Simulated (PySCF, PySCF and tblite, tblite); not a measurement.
# C6H6BClO2: a path driven as rotation about a bond, and NMR exchange

Aim: the barrier and rate of rotation about a bond in C6H6BClO2 (`OB(O)c1ccccc1Cl`), and what it does to NMR lines.

Programs: PySCF 2.14.0 with density-fitted response routines of our own, and tblite 0.8.0. All values are computed, except where a source is named. Atoms count from 0 throughout.

## Step 1: The starting structure

16 atoms, charge 0, multiplicity 1; geometry from: force field or distance geometry start.

Bonds of the start (Å): B1–C3 1.58, B1–O2 1.47, C3–C4 1.41, C3–C8 1.41, C4–C5 1.40, C4–H12 1.08, C5–C6 1.39, C5–H13 1.08, C6–C7 1.40, C6–H14 1.09, C7–C8 1.40, C7–H15 1.09, C8–Cl9 1.76, O0–B1 1.47, O0–H10 0.99, O2–H11 0.99.

## Step 2: GFN2-xTB relaxation, start minimum

Job settings and geometry (Å):

```
{"job": {"xc": "GFN2-xTB", "basis": "xTB", "kind": "relax"}, "charge": 0, "multiplicity": 1}
O      2.873100     0.954100     0.595900
B      1.995600    -0.125600     0.133500
O      2.632300    -1.363900    -0.340700
C      0.416600    -0.003400     0.181200
C     -0.341100    -1.143500    -0.164100
C     -1.740800    -1.104100    -0.150700
C     -2.396600     0.065300     0.230300
C     -1.658700     1.198900     0.596600
C     -0.258800     1.169100     0.575200
Cl     0.561900     2.657900     1.031500
H      3.011900     0.771200     1.556800
H      2.736100    -1.217200    -1.315000
H      0.138200    -2.062500    -0.461400
H     -2.301300    -1.981400    -0.429500
H     -3.482400     0.098200     0.253200
H     -2.193500     2.095900     0.896200
```

Run with:

```
OMP_NUM_THREADS=1 python ens_run.py task.json out
```

This one command runs the whole study; its stages follow in the order run.

What it wrote:

```text
step      E/eV     max force
  0    -812.18184    2.795
  1    -812.45714    1.739
  2    -812.58792    1.207
  3    -812.61640    0.771
  4    -812.65688    0.393
  5    -812.66543    0.307
  6    -812.68644    0.349
  7    -812.69871    0.329
  8    -812.71277    0.318
  9    -812.72277    0.404
 10    -812.73682    0.510
 11    -812.75891    0.913
 12    -812.78942    1.356
 13    -812.84031    0.853
 14    -812.92123    1.424
 15    -812.95343    0.946
 16    -812.98770    0.581
 17    -813.00450    0.646
 18    -813.04422    0.738
 19    -813.08138    0.484
 20    -813.10799    0.680
 21    -813.11672    1.093
 22    -813.13265    0.268
 23    -813.14235    0.287
 24    -813.16429    0.487
 25    -813.18061    0.450
 26    -813.20335    0.617
 27    -813.23287    0.747
 28    -813.29218    1.097
 29    -813.35927    0.661
 30    -813.36383    2.380
 31    -813.45084    1.193
 32    -813.49195    0.536
 33    -813.53813    0.728
 34    -813.56401    0.824
 35    -813.58930    0.667
 36    -813.60695    0.344
 37    -813.61486    0.444
 38    -813.62075    0.347
 39    -813.62598    0.228
 40    -813.62927    0.130
 41    -813.63063    0.129
 42    -813.63363    0.168
 43    -813.63566    0.154
 44    -813.63750    0.095
 45    -813.63873    0.069
 46    -813.64000    0.104
 47    -813.64117    0.110
 48    -813.64204    0.069
 49    -813.64256    0.054
 50    -813.64299    0.095
 51    -813.64361    0.127
 52    -813.64448    0.126
 53    -813.64550    0.079
 54    -813.64652    0.070
 55    -813.64756    0.112
 56    -813.64862    0.148
 57    -813.64959    0.131
 58    -813.65035    0.076
 59    -813.65099    0.064
 60    -813.65166    0.077
 61    -813.65238    0.090
 62    -813.65295    0.067
 63    -813.65334    0.043
 64    -813.65367    0.040
 65    -813.65406    0.050
 66    -813.65445    0.041
 67    -813.65478    0.043
 68    -813.65509    0.043
 69    -813.65546    0.061
 70    -813.65584    0.050
 71    -813.65610    0.042
 72    -813.65624    0.030
 73    -813.65635    0.037
 74    -813.65649    0.045
 75    -813.65667    0.036
 76    -813.65680    0.026
 77    -813.65687    0.020
 78    -813.65691    0.025
 79    -813.65696    0.021
 80    -813.65701    0.020
 81    -813.65709    0.022
 82    -813.65718    0.037
 83    -813.65732    0.042
 84    -813.65746    0.032
 85    -813.65757    0.027
 86    -813.65766    0.030
 87    -813.65777    0.035
 88    -813.65792    0.039
 89    -813.65812    0.031
 90    -813.65834    0.038
 91    -813.65859    0.057
 92    -813.65891    0.089
 93    -813.65936    0.104
 94    -813.65995    0.092
 95    -813.66059    0.055
 96    -813.66119    0.065
 97    -813.66168    0.066
 98    -813.66186    0.127
 99    -813.66227    0.092
100    -813.66251    0.047
101    -813.66299    0.035
102    -813.66331    0.063
103    -813.66367    0.052
104    -813.66385    0.047
105    -813.66394    0.023
106    -813.66401    0.028
107    -813.66411    0.026
108    -813.66423    0.024
109    -813.66432    0.025
110    -813.66438    0.021
111    -813.66442    0.022
112    -813.66445    0.019
113    -813.66446    0.011
114    -813.66447    0.007
115    -813.66448    0.006
116    -813.66448    0.005
117    -813.66449    0.005
118    -813.66449    0.005
119    -813.66450    0.004
120    -813.66450    0.003
121    -813.66450    0.003
122    -813.66450    0.002
```

Run time: 0.77 s. Hardware: 1 thread of Arm Neoverse V2, shared host.

Gain 1.483 eV; displacement 0.43 Å root mean square.

## Step 3: Relaxed scan, rotation

Job settings and geometry (Å):

```
{"job": {"xc": "GFN2-xTB", "basis": "xTB", "coordinate": [["t", [0, 1, 2, 11], 0.5], ["t", [3, 1, 2, 11], 0.5]], "kind": "drive"}, "charge": 0, "multiplicity": 1}
O      2.921934     0.684625     0.413793
B      1.988877    -0.220695     0.043363
O      2.418864    -1.390296    -0.483969
C      0.410936    -0.042792     0.168415
C     -0.398140    -1.094806    -0.270947
C     -1.777083    -1.044577    -0.208181
C     -2.402722     0.078991     0.304945
C     -1.639155     1.142063     0.750463
C     -0.257721     1.069667     0.677790
Cl     0.615223     2.457700     1.262731
H      2.595471     1.507580     0.785171
H      3.373252    -1.452441    -0.540170
H      0.096993    -1.966290    -0.669180
H     -2.365239    -1.879238    -0.558654
H     -3.479535     0.133167     0.360241
H     -2.109552     2.026287     1.153347
```

What it wrote:

```text
point  coordinate     E/eV
  0    104.400     -813.63326
  1    119.000     -813.54952
  2    133.900     -813.43150
  3    148.900     -813.30411
  4    164.300     -813.20138
  5    179.800     -813.14970
  6    195.300     -813.15966
  7    210.600     -813.21811
  8    225.700     -813.29652
  9    240.600     -813.37044
 10    255.300     -813.42034
 11    269.900     -813.43662
```

Run time: 1.5 s. Hardware: 1 thread of Arm Neoverse V2, shared host.

The highest point is number 5, 11.2 kcal/mol above the first.

## Step 4: Nudged elastic band, leg 1

Changed since step 3:

```diff
@@ -1,2 +1,2 @@
-{"job": {"xc": "GFN2-xTB", "basis": "xTB", "coordinate": [["t", [0, 1, 2, 11], 0.5], ["t", [3, 1, 2, 11], 0.5]], "kind": "drive"}, "charge": 0, "multiplicity": 1}
+{"job": {"xc": "GFN2-xTB", "basis": "xTB", "kind": "neb"}, "charge": 0, "multiplicity": 1}
 O      2.921934     0.684625     0.413793
```

What it wrote:

```text
image   E - E0 / eV
  0       0.0000
  1       0.1035
  2       0.5180
  3       0.4181
  4       0.2354
  5       0.2159
  6       0.2085
```

It took 1.6 s on 1 thread of Arm Neoverse V2, shared host; peak memory 0.19 GiB.

The highest point is number 2, 11.9 kcal/mol above the first.

## Step 5: Saddle search, leg 1

Job settings and geometry (Å):

```
{"job": {"xc": "GFN2-xTB", "basis": "xTB", "kind": "saddle"}, "charge": 0, "multiplicity": 1}
O      2.925931     0.819271     0.172856
B      2.053797    -0.114615    -0.221089
O      2.564918    -1.204192    -0.876803
C      0.460053     0.014778    -0.051277
C     -0.323232    -1.049593    -0.507957
C     -1.701920    -1.053074    -0.424332
C     -2.358898     0.032862     0.128469
C     -1.625149     1.111732     0.586962
C     -0.242510     1.090753     0.494622
Cl     0.585125     2.500978     1.095659
H      2.562553     1.633365     0.532016
H      2.730998    -2.009733    -0.403212
H      0.190503    -1.888819    -0.952482
H     -2.263213    -1.899263    -0.790580
H     -3.435752     0.046366     0.202573
H     -2.123204     1.969184     1.014575
```

What it wrote:

```text
step      E/eV     max force
  0    -813.14652   0.0515
  1    -813.14974   0.0832
  2    -813.15109   0.1326
  3    -813.15228   0.0473
  4    -813.15273   0.0713
  5    -813.15263   0.1014
  6    -813.15297   0.0014
lowest wavenumbers (cm-1): -611.9 34.9 98.8 174.8 188.8 249.4
```

Wall time 2.9 s (1 thread of Arm Neoverse V2, shared host); peak memory 0.19 GiB.

Point group C1; 1 imaginary mode, 612i cm⁻¹, carried by H11, O2. Steps downhill from it reached both ends.

## Step 6: Shieldings, start: PBE0/pcSseg-1 in cyclohexane

Job settings and geometry (Å):

```
{"job": {"kind": "nmr", "xc": "PBE0", "basis": "pcSseg-1", "solvent": "cyclohexane", "pop": false}, "charge": 0, "multiplicity": 1}
O      2.921934     0.684625     0.413793
B      1.988877    -0.220695     0.043363
O      2.418864    -1.390296    -0.483969
C      0.410936    -0.042792     0.168415
C     -0.398140    -1.094806    -0.270947
C     -1.777083    -1.044577    -0.208181
C     -2.402722     0.078991     0.304945
C     -1.639155     1.142063     0.750463
C     -0.257721     1.069667     0.677790
Cl     0.615223     2.457700     1.262731
H      2.595471     1.507580     0.785171
H      3.373252    -1.452441    -0.540170
H      0.096993    -1.966290    -0.669180
H     -2.365239    -1.879238    -0.558654
H     -3.479535     0.133167     0.360241
H     -2.109552     2.026287     1.153347
```

What it wrote:

```text
coarse grid: 15120 points
cycle   1  E = -866.9728210880  dE =  1.848e+00  |g| = 8.875e-01  |ddm| = 4.102e+00
cycle   2  E = -866.8428797485  dE =  1.299e-01  |g| = 1.231e+00  |ddm| = 1.517e+00
cycle   3  E = -867.1172415279  dE = -2.744e-01  |g| = 1.056e-01  |ddm| = 9.674e-01
cycle   4  E = -867.1193590128  dE = -2.117e-03  |g| = 5.801e-02  |ddm| = 1.839e-01
cycle   5  E = -867.1202055978  dE = -8.466e-04  |g| = 1.624e-02  |ddm| = 7.710e-02
cycle   6  E = -867.1202659286  dE = -6.033e-05  |g| = 3.078e-03  |ddm| = 1.636e-02
cycle   7  E = -867.1202680536  dE = -2.125e-06  |g| = 1.063e-03  |ddm| = 3.839e-03
final grid: 144856 points
cycle   8  E = -867.1958984027  dE = -4.415e-05  |g| = 9.684e-03  |ddm| = 4.561e-02
cycle   9  E = -867.1958853393  dE =  1.306e-05  |g| = 1.273e-02  |ddm| = 2.074e-02
cycle  10  E = -867.1959186079  dE = -3.327e-05  |g| = 1.063e-03  |ddm| = 1.140e-02
cycle  11  E = -867.1959187834  dE = -1.755e-07  |g| = 3.447e-04  |ddm| = 1.004e-03
cycle  12  E = -867.1959188083  dE = -2.495e-08  |g| = 1.134e-04  |ddm| = 3.971e-04
cycle  13  E = -867.1959188114  dE = -3.102e-09  |g| = 3.741e-05  |ddm| = 1.614e-04
cycle  14  E = -867.1959188118  dE = -3.349e-10  |g| = 9.591e-06  |ddm| = 4.697e-05
converged SCF energy = -867.1959188118

GIAO shielding tensors (ppm)
atom      isotropic    diamagn.    paramagn.     s11        s22        s33       span
  0 O      206.621     386.877    -180.256    107.626    237.934    274.303    166.677
  1 B       75.149     194.476    -119.327     60.603     76.345     88.499     27.896
  2 O      224.359     386.327    -161.968    127.949    264.403    280.727    152.778
  3 C       52.922     254.753    -201.831    -33.427     11.660    180.534    213.960
  4 C       42.443     252.898    -210.455    -70.303     23.502    174.129    244.432
  5 C       54.723     253.613    -198.891    -54.970     39.107    180.032    235.002
  6 C       48.393     255.269    -206.877    -60.468     31.771    173.876    234.344
  7 C       51.693     249.804    -198.112    -47.210     47.120    155.167    202.378
  8 C       36.664     255.079    -218.415    -63.681     62.000    111.673    175.354
  9 Cl     728.832    1148.467    -419.635    556.193    646.420    983.883    427.690
 10 H       24.737      32.519      -7.781     14.097     23.236     36.879     22.783
 11 H       27.168      28.681      -1.513     20.580     23.463     37.461     16.880
 12 H       23.152      31.973      -8.821     18.144     22.353     28.958     10.814
 13 H       24.025      30.366      -6.341     20.586     24.732     26.756      6.169
 14 H       23.898      29.400      -5.502     20.495     24.525     26.674      6.179
 15 H       24.012      30.612      -6.600     19.487     23.269     29.280      9.794
```

Wall time 29 s (1 thread of Arm Neoverse V2, shared host); peak memory 0.99 GiB.

Key values: HOMO -7.35 eV, LUMO -1.09 eV; dipole 1.19 D.

(Part 1 of 2 ends here.)
